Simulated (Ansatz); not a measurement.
# ZnTeH4N2: a short molecular-dynamics run

A trajectory of ZnTeH4N2, an amorphous cell with 16 atoms that was not relaxed first: 20 steps of 0.25 fs under a Nosé-Hoover thermostat at 600 K.

All numbers below are computed with Ansatz 0.2.0 (DFT PBE, plane waves, PAW, scalar-relativistic, no spin polarisation).

## (1) The starting structure

The cell holds 16 atoms (H8N4Te2Zn2): a = 4.643 Å, b = 7.914 Å, c = 6.061 Å, α = 103.22°, β = 85.42°, γ = 87.38°.

As a file:

```xyz
16
Lattice="4.6193 0.3405 0.3153 -0.1788 7.8915 -0.5733 0.1487 -0.9524 5.9841" Properties=species:S:1:pos:R:3 pbc="T T T"
Zn    0.3145    5.8157    3.4478
Zn    3.1019    3.0009    3.5063
Te    0.9971    5.6006    0.3224
Te    1.0531    2.1046    1.3460
N     0.5120    2.2993    4.8262
N     4.0636    0.6935    4.6686
H     2.0493    7.1933    4.2913
H     2.2354    2.4988    5.5619
H     1.2536    0.8269    3.7132
H     4.3897    4.5015    2.2753
N     3.4019    4.1546    0.7120
N     4.1876    0.3307    0.6527
H     4.2564    0.6449    2.6570
H     3.4212    4.5634    5.2603
H     3.4452    2.1698    0.5540
H     2.1782    0.9334    5.0571
```

## (2) Dynamics

The input, input.yaml:

```yaml
crystal:
  lattice:
    - [4.619311, 0.34051, 0.315285]
    - [-0.178807, 7.89151, -0.573276]
    - [0.148671, -0.952401, 5.984102]
  atoms:
    - { symbol: Zn, position: [0.078602, 0.811987, 0.649801] }
    - { symbol: Zn, position: [0.668849, 0.422761, 0.591197] }
    - { symbol: Te, position: [0.239907, 0.712563, 0.109497] }
    - { symbol: Te, position: [0.231317, 0.285695, 0.240113] }
    - { symbol: "N", position: [0.098882, 0.388296, 0.838485] }
    - { symbol: "N", position: [0.86108, 0.141041, 0.748308] }
    - { symbol: H, position: [0.456491, 0.986876, 0.787606] }
    - { symbol: H, position: [0.469427, 0.410314, 0.944024] }
    - { symbol: H, position: [0.25787, 0.168859, 0.623107] }
    - { symbol: H, position: [0.960182, 0.575431, 0.384759] }
    - { symbol: "N", position: [0.752052, 0.50948, 0.128165] }
    - { symbol: "N", position: [0.904935, 0.010393, 0.062384] }
    - { symbol: H, position: [0.911937, 0.091213, 0.404706] }
    - { symbol: H, position: [0.736938, 0.655452, 0.903008] }
    - { symbol: H, position: [0.753085, 0.251752, 0.077018] }
    - { symbol: H, position: [0.452236, 0.200199, 0.840444] }
kpoints:
  mp_grid: { grid: [3, 2, 3] }
magnetization:
  spin_polarized: false
scf:
  occupations: { method: fermi_dirac, width: 0.1 }
hamiltonian:
  pseudopotentials: { kind: paw }
  xc: pbe
basis:
  ecutwfc: 420
md:
  timestep: 0.25
  n_steps: 20
  ensemble: nvt_nose_hoover
  temperature: 600.0
  initial_velocities: maxwell_boltzmann
  seed: 75444
```

Launch:

```bash
$ ansatz run input.yaml --threads 2 --pin off --max-ram 2560MiB --backend cpu --events-out ev --progress --plain --runs-dir out
```

What does the calculation give? Wanted: temperature, first and last step; temperature, second half; potential energy, second half; largest change of the conserved energy; mean square displacement, second half; bonds among non-metal atoms formed or broken.

As calculated:

| quantity | value |
| --- | --- |
| length | 20 steps of 0.25 fs |
| temperature, first and last step | 600 and 1294 K |
| temperature, second half | mean 971 K, from 734 to 1294 K |
| potential energy, second half | -45 meV/atom from the start |
| largest change of the conserved energy | 0.03 meV/atom |
| mean square displacement, second half | H 0.029, N 0.002, Zn 0.000, Te 0.000 Å² |
| bonds among non-metal atoms formed or broken | 0 |

In words: Against a set 600 K the second half averages 971 K, going from 734 to 1294 K over that half; the potential energy of that half lies 45 meV/atom under the start, and the run is not yet in equilibrium. The conserved energy strays from its start by at most 0.03 meV/atom, under 0.1 % of the mean kinetic energy, so a step of 0.25 fs is short enough over this time. Over the second half H atoms stand 0.2 Å (root mean square) from where they began, and the farthest move is 0.4 Å. Averages from a run of 5 fs with 16 atoms are rough. The nuclei move classically, without zero-point motion, which matters most for hydrogen. The k-mesh is coarse for this cell.
